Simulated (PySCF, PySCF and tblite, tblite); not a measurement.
# C₅H₆O₂: conformers and averaged spectra, part 2 of 2

PySCF and tblite. Atoms count from 0. The steps go on from the part before.

### Step 6. Single-point energy, conformer 2: PBE0/def2-SVP in chloroform

The job: settings as JSON, then the geometry in Å.

```
{"job": {"xc": "PBE0", "basis": "def2-SVP", "solvent": "chloroform", "kind": "sp"}, "charge": 0, "multiplicity": 1}
C     -2.263047    -0.103684     0.284820
O     -1.301500     0.923113     0.188872
C     -0.029597     0.506191     0.013710
C      0.543598    -0.726737    -0.096187
C      1.933023    -0.479597    -0.265342
C      2.087364     0.866230    -0.244231
O      0.888774     1.478161    -0.073504
H     -3.219608     0.396064     0.422001
H     -2.289798    -0.706539    -0.627934
H     -2.060815    -0.755095     1.140430
H      0.062890    -1.681641    -0.063868
H      2.699655    -1.217064    -0.385151
H      2.944673     1.501084    -0.333684
```

The program printed:

```text
coarse grid: 11328 points
cycle   1  E = -343.7779854418  dE =  1.340e+00  |g| = 5.982e-01  |ddm| = 3.996e+00
cycle   2  E = -343.7399954981  dE =  3.799e-02  |g| = 7.565e-01  |ddm| = 1.069e+00
cycle   3  E = -343.8492801558  dE = -1.093e-01  |g| = 6.138e-02  |ddm| = 5.938e-01
cycle   4  E = -343.8499932683  dE = -7.131e-04  |g| = 2.388e-02  |ddm| = 7.088e-02
cycle   5  E = -343.8501188260  dE = -1.256e-04  |g| = 8.183e-03  |ddm| = 2.825e-02
cycle   6  E = -343.8501332967  dE = -1.447e-05  |g| = 3.280e-03  |ddm| = 1.093e-02
cycle   7  E = -343.8501358087  dE = -2.512e-06  |g| = 5.630e-04  |ddm| = 3.309e-03
final grid: 110688 points
cycle   8  E = -343.9116522829  dE = -2.520e-05  |g| = 1.202e-02  |ddm| = 3.711e-02
cycle   9  E = -343.9116164028  dE =  3.588e-05  |g| = 1.825e-02  |ddm| = 2.230e-02
cycle  10  E = -343.9116806559  dE = -6.425e-05  |g| = 1.535e-03  |ddm| = 1.442e-02
cycle  11  E = -343.9116812350  dE = -5.791e-07  |g| = 2.620e-04  |ddm| = 1.677e-03
cycle  12  E = -343.9116812486  dE = -1.356e-08  |g| = 1.125e-04  |ddm| = 3.254e-04
cycle  13  E = -343.9116812513  dE = -2.750e-09  |g| = 2.457e-05  |ddm| = 1.155e-04
cycle  14  E = -343.9116812514  dE = -1.031e-10  |g| = 1.206e-05  |ddm| = 3.001e-05
converged SCF energy = -343.9116812514
```

Wall time 5.7 s (1 thread of Arm Neoverse V1, shared host); peak memory 0.67 GiB.

This run: HOMO -5.96 eV, LUMO 0.79 eV; dipole 2.24 D.

### Step 7. Couplings, conformer 1: B3LYP/6-31G*+pcJ-1

The job: settings as JSON, then the geometry in Å.

```
{"job": {"xc": "B3LYP", "basis": {"default": "6-31G*", "H": "pcJ-1"}, "nuclei": ["H", "F", "P", "Si", "B"], "kind": "j"}, "charge": 0, "multiplicity": 1}
C      2.261649    -0.476348     0.036088
O      1.429788     0.647271     0.249713
C      0.107907     0.405997     0.240612
C     -0.920187     1.283863     0.419429
C     -2.101860     0.504999     0.313446
C     -1.705412    -0.770028     0.081305
O     -0.349138    -0.841858     0.034569
H      2.070562    -0.926701    -0.942044
H      3.281997    -0.102023     0.079498
H      2.108023    -1.232421     0.811223
H     -0.839006     2.333732     0.600379
H     -3.108184     0.859617     0.400756
H     -2.240529    -1.685612    -0.064713
```

The program printed:

```text
coarse grid: 11328 points
cycle   1  E = -344.5071612997  dE =  1.363e+00  |g| = 6.842e-01  |ddm| = 3.541e+00
cycle   2  E = -344.4383661639  dE =  6.880e-02  |g| = 9.169e-01  |ddm| = 1.114e+00
cycle   3  E = -344.6017568583  dE = -1.634e-01  |g| = 8.647e-02  |ddm| = 6.469e-01
cycle   4  E = -344.6032746938  dE = -1.518e-03  |g| = 3.371e-02  |ddm| = 9.616e-02
cycle   5  E = -344.6034804783  dE = -2.058e-04  |g| = 1.509e-02  |ddm| = 3.379e-02
cycle   6  E = -344.6035219958  dE = -4.152e-05  |g| = 4.239e-03  |ddm| = 1.348e-02
cycle   7  E = -344.6035257883  dE = -3.792e-06  |g| = 1.042e-03  |ddm| = 4.140e-03
final grid: 110688 points
cycle   8  E = -344.5452370236  dE = -3.119e-05  |g| = 6.682e-03  |ddm| = 2.196e-02
cycle   9  E = -344.5452270283  dE =  9.995e-06  |g| = 9.574e-03  |ddm| = 1.235e-02
cycle  10  E = -344.5452470667  dE = -2.004e-05  |g| = 1.806e-03  |ddm| = 8.050e-03
cycle  11  E = -344.5452478406  dE = -7.739e-07  |g| = 2.449e-04  |ddm| = 1.734e-03
cycle  12  E = -344.5452478483  dE = -7.655e-09  |g| = 1.627e-04  |ddm| = 2.890e-04
cycle  13  E = -344.5452478534  dE = -5.111e-09  |g| = 2.766e-05  |ddm| = 1.275e-04
cycle  14  E = -344.5452478535  dE = -1.351e-10  |g| = 1.296e-05  |ddm| = 3.247e-05
converged SCF energy = -344.5452478535

Indirect spin-spin couplings (Hz)
  i      j    bonds     total        FC       PSO       DSO        SD
  7 H    8 H    2    -11.673   -11.066     1.999    -2.606         -
  7 H    9 H    2    -10.525   -10.068     1.828    -2.286         -
  7 H   10 H    5     -0.664    -0.223     0.852    -1.293         -
  7 H   11 H    6     -0.325     0.080     0.729    -1.133         -
  7 H   12 H    6     -0.418    -0.211     0.408    -0.616         -
  8 H    9 H    2    -11.681   -11.074     1.998    -2.605         -
  8 H   10 H    5     -0.295     0.039     0.715    -1.049         -
  8 H   12 H    6     -0.380     0.025     0.855    -1.259         -
  9 H   10 H    5     -0.663    -0.221     0.851    -1.293         -
  9 H   11 H    6     -0.324     0.080     0.728    -1.133         -
  9 H   12 H    6     -0.417    -0.210     0.407    -0.613         -
 10 H   11 H    3      3.890     4.236     0.682    -1.028         -
 10 H   12 H    4      0.274     1.105     1.488    -2.319         -
 11 H   12 H    3      2.282     2.835     0.731    -1.284         -
```

Run time: 15 s. Hardware: 1 thread of Arm Neoverse V1, shared host; peak memory 0.79 GiB.

This run: HOMO -5.27 eV, LUMO 0.97 eV; dipole 1.02 D.

### Step 8. Couplings, conformer 2: B3LYP/6-31G*+pcJ-1

The job: settings as JSON, then the geometry in Å.

```
{"job": {"xc": "B3LYP", "basis": {"default": "6-31G*", "H": "pcJ-1"}, "nuclei": ["H", "F", "P", "Si", "B"], "kind": "j"}, "charge": 0, "multiplicity": 1}
C     -2.263047    -0.103684     0.284820
O     -1.301500     0.923113     0.188872
C     -0.029597     0.506191     0.013710
C      0.543598    -0.726737    -0.096187
C      1.933023    -0.479597    -0.265342
C      2.087364     0.866230    -0.244231
O      0.888774     1.478161    -0.073504
H     -3.219608     0.396064     0.422001
H     -2.289798    -0.706539    -0.627934
H     -2.060815    -0.755095     1.140430
H      0.062890    -1.681641    -0.063868
H      2.699655    -1.217064    -0.385151
H      2.944673     1.501084    -0.333684
```

The program printed:

```text
coarse grid: 11328 points
cycle   1  E = -344.5073173766  dE =  1.364e+00  |g| = 6.883e-01  |ddm| = 3.542e+00
cycle   2  E = -344.4349565045  dE =  7.236e-02  |g| = 9.401e-01  |ddm| = 1.223e+00
cycle   3  E = -344.6024698538  dE = -1.675e-01  |g| = 9.351e-02  |ddm| = 7.089e-01
cycle   4  E = -344.6040290988  dE = -1.559e-03  |g| = 4.137e-02  |ddm| = 1.037e-01
cycle   5  E = -344.6043631487  dE = -3.340e-04  |g| = 1.774e-02  |ddm| = 4.774e-02
cycle   6  E = -344.6044421747  dE = -7.903e-05  |g| = 3.783e-03  |ddm| = 1.981e-02
cycle   7  E = -344.6044452057  dE = -3.031e-06  |g| = 1.185e-03  |ddm| = 3.574e-03
final grid: 110688 points
cycle   8  E = -344.5461966633  dE = -3.651e-05  |g| = 6.498e-03  |ddm| = 2.834e-02
cycle   9  E = -344.5461897489  dE =  6.914e-06  |g| = 8.825e-03  |ddm| = 1.155e-02
cycle  10  E = -344.5462062072  dE = -1.646e-05  |g| = 1.698e-03  |ddm| = 7.312e-03
cycle  11  E = -344.5462068655  dE = -6.583e-07  |g| = 2.219e-04  |ddm| = 1.764e-03
cycle  12  E = -344.5462068716  dE = -6.110e-09  |g| = 1.602e-04  |ddm| = 3.026e-04
cycle  13  E = -344.5462068772  dE = -5.555e-09  |g| = 2.946e-05  |ddm| = 1.437e-04
cycle  14  E = -344.5462068773  dE = -1.559e-10  |g| = 1.305e-05  |ddm| = 3.422e-05
converged SCF energy = -344.5462068773

Indirect spin-spin couplings (Hz)
  i      j    bonds     total        FC       PSO       DSO        SD
  7 H    8 H    2    -12.238   -11.621     2.010    -2.627         -
  7 H    9 H    2    -12.212   -11.593     2.011    -2.630         -
  7 H   11 H    6     -0.404    -0.013     0.801    -1.192         -
  8 H    9 H    2     -9.553    -9.043     1.897    -2.408         -
  8 H   10 H    5      0.530     0.007    -1.046     1.569         -
  8 H   11 H    6     -0.224     0.018     0.482    -0.724         -
  8 H   12 H    6     -0.485    -0.072     0.754    -1.167         -
  9 H   10 H    5      0.528     0.008    -1.040     1.559         -
  9 H   11 H    6     -0.225     0.017     0.481    -0.724         -
  9 H   12 H    6     -0.483    -0.071     0.753    -1.165         -
 10 H   11 H    3      3.930     4.244     0.604    -0.918         -
 10 H   12 H    4      0.180     1.006     1.464    -2.290         -
 11 H   12 H    3      2.313     2.868     0.736    -1.291         -
```

Wall time 14 s (1 thread of Arm Neoverse V1, shared host); peak memory 0.79 GiB.

This run: HOMO -5.41 eV, LUMO 0.94 eV; dipole 1.78 D.

### Step 9. Boltzmann average: properties at B97-2/pcSseg-1 in chloroform

The job: settings as JSON, then the geometry in Å.

```
{"job": {"study": "conf", "smiles": "COc1ccco1", "search": {"seed": 5424, "n_embed": 60, "ff_keep": 14, "window": 3.0, "nmax": 10, "temps": [200, 250, 298.15, 350, 400], "t_ref": 298.15, "order": 0.0005}, "level": {"nmr": {"xc": "B97-2", "basis": "pcSseg-1", "solvent": "chloroform"}, "sp": {"xc": "PBE0", "basis": "def2-SVP", "solvent": "chloroform"}, "j": {"xc": "B3LYP", "basis": {"default": "6-31G*", "H": "pcJ-1"}, "nuclei": ["H", "F", "P", "Si", "B"]}}, "kind": "conf"}, "charge": 0, "multiplicity": 1}
C     -2.263047    -0.103684     0.284820
O     -1.301500     0.923113     0.188872
C     -0.029597     0.506191     0.013710
C      0.543598    -0.726737    -0.096187
C      1.933023    -0.479597    -0.265342
C      2.087364     0.866230    -0.244231
O      0.888774     1.478161    -0.073504
H     -3.219608     0.396064     0.422001
H     -2.289798    -0.706539    -0.627934
H     -2.060815    -0.755095     1.140430
H      0.062890    -1.681641    -0.063868
H      2.699655    -1.217064    -0.385151
H      2.944673     1.501084    -0.333684
```

The program printed:

```text
conformer  sym    E(xTB)   E(DFT)   G(298.15 K)  weight  dipole/D
    1     Cs      0.000    1.410    1.264   0.1060    1.325
    2     Cs      1.427    0.000    0.000   0.8940    2.244

mean shielding (ppm) by class
class atoms           200 K      250 K   298.15 K      350 K      400 K
  0 C  0            128.441    128.492    128.546    128.601     128.65
  1 O  1            232.198    232.518    232.847    233.191    233.495
  2 C  2             18.711     18.781     18.853     18.928     18.995
  3 C  3            103.196    103.113    103.027    102.937    102.858
  4 C  4             70.636       70.6     70.562     70.522     70.488
  5 C  5             51.848     51.885     51.922     51.962     51.997
  6 O  6             60.865     60.899     60.934      60.97     61.002
  7 H  7,8,9         27.725     27.722     27.719     27.716     27.714
  8 H  10            26.371     26.366      26.36     26.355      26.35
  9 H  11            25.145     25.144     25.142      25.14     25.139
 10 H  12            24.695     24.695     24.696     24.696     24.696
```

It took 72 s on 1 thread of Arm Neoverse V1, shared host. This counts the runs that the step sums up.

The search (ETKDG and KDG, MMFF94s, GFN2-xTB) embedded 60 structures, kept 2 distinct ones after the force field and 2 after xTB; 2 were carried on (window 3.0 kcal/mol at the search's own energies). Energies: PBE0/def2-SVP in chloroform with D3(BJ).

Conformer by conformer (298 K):

```csv
no.,group,mirror pair,ΔE xTB,ΔE DFT,ΔG,weight (%),μ (D),C0–O1–C2–O6 (°),"A, B, C (GHz)"
1,Cs,no,0.00,1.41,1.26,10.6,1.32,0,"7.59, 2.19, 1.72"
2,Cs,no,1.43,0.00,0.00,89.4,2.24,-180,"7.72, 2.11, 1.67"
```

Energies in kcal/mol. ΔG holds xTB vibrations and rotation, symmetry numbers and mirror pairs.

Weights (%) by temperature:

| no. | 200 K | 250 K | 298 K | 350 K | 400 K |
| --- | --- | --- | --- | --- | --- |
| 2 | 96.2 | 92.9 | 89.4 | 85.8 | 82.6 |
| 1 | 3.8 | 7.1 | 10.6 | 14.2 | 17.4 |

Other ways of weighting, at the same temperature:

```csv
scheme,2,1,mean μ (D)
DFT free energy,89,11,2.15
"DFT energy, symmetry counted",92,8,2.17
DFT energy alone,92,8,2.17
"xTB energy, symmetry counted",8,92,1.40
xTB free energy,7,93,1.39
lowest conformer only,100,0,2.24
equal weights,50,50,1.78
```

Shifts against references run at the same level (¹H TMS 31.80, ¹³C TMS 186.8 ppm of shielding), by class of atoms, at 298 K:

| atoms | environment | no. 2 | no. 1 | average |
| --- | --- | --- | --- | --- |
| C2 | aromatic carbon bearing oxygen | 168.2 | 166.1 | 168.0 |
| C5 | aromatic CH next to the ring oxygen | 135.0 | 133.9 | 134.9 |
| C4 | aromatic CH | 116.2 | 117.3 | 116.3 |
| C3 | aromatic CH | 83.5 | 86.0 | 83.8 |
| C0 | methyl carbon bonded to O | 58.5 | 56.9 | 58.3 |
| H12 | hydrogen on an aromatic CH next to the ring oxygen | 7.11 | 7.10 | 7.11 |
| H11 | hydrogen on an aromatic CH | 6.66 | 6.70 | 6.66 |
| H10 | hydrogen on an aromatic CH | 5.43 | 5.58 | 5.44 |
| H7, H8, H9 | hydrogen on a methyl carbon bonded to O | 4.08 | 4.16 | 4.08 |
| O6 | aromatic ring oxygen | 60.8 (σ) | 61.8 (σ) | 60.9 (σ) |
| O1 | ether oxygen | 231.8 (σ) | 241.4 (σ) | 232.8 (σ) |

Couplings (Hz, B3LYP/6-31G*+pcJ-1; one pair named for each class), from conformers that hold 100 % of the weight:

| pair | bonds | no. 2 | no. 1 | average |
| --- | --- | --- | --- | --- |
| H7–H8 | 2 | -11.3 | -11.3 | -11.3 |
| H10–H11 | 3 | 3.9 | 3.9 | 3.9 |
| H11–H12 | 3 | 2.3 | 2.3 | 2.3 |

Effective distances for nuclear Overhauser effects, ⟨r⁻⁶⟩^(−1/6) over all pairs of two classes (Å): H10···H11 2.70; H11···H12 2.73; H7···H10 2.82.

### Step 10. Summary of results

What follows sums up all 2 parts.

| quantity | value |
| --- | --- |
| conformers | 2; the first in weight is no. 2 (Cs), 89 % at 298 K |
| root-mean-square dipole | 2.17 D |
| averaged ¹³C shifts (B97-2/pcSseg-1 in chloroform) | 168.0, 134.9, 116.3, 83.8, 58.3 ppm |
| averaged ¹H shifts (B97-2/pcSseg-1 in chloroform) | 7.11, 6.66, 5.44, 4.08 ppm |

At 298 K conformer 2 holds 89 % of the ensemble (96 % at 200 K, 83 % at 400 K). xTB puts no. 1 lowest, DFT no. 2. Among conformers over 5 %, C3 differs by 2.5 ppm, while the average moves by 0.3 ppm from 200 to 400 K.
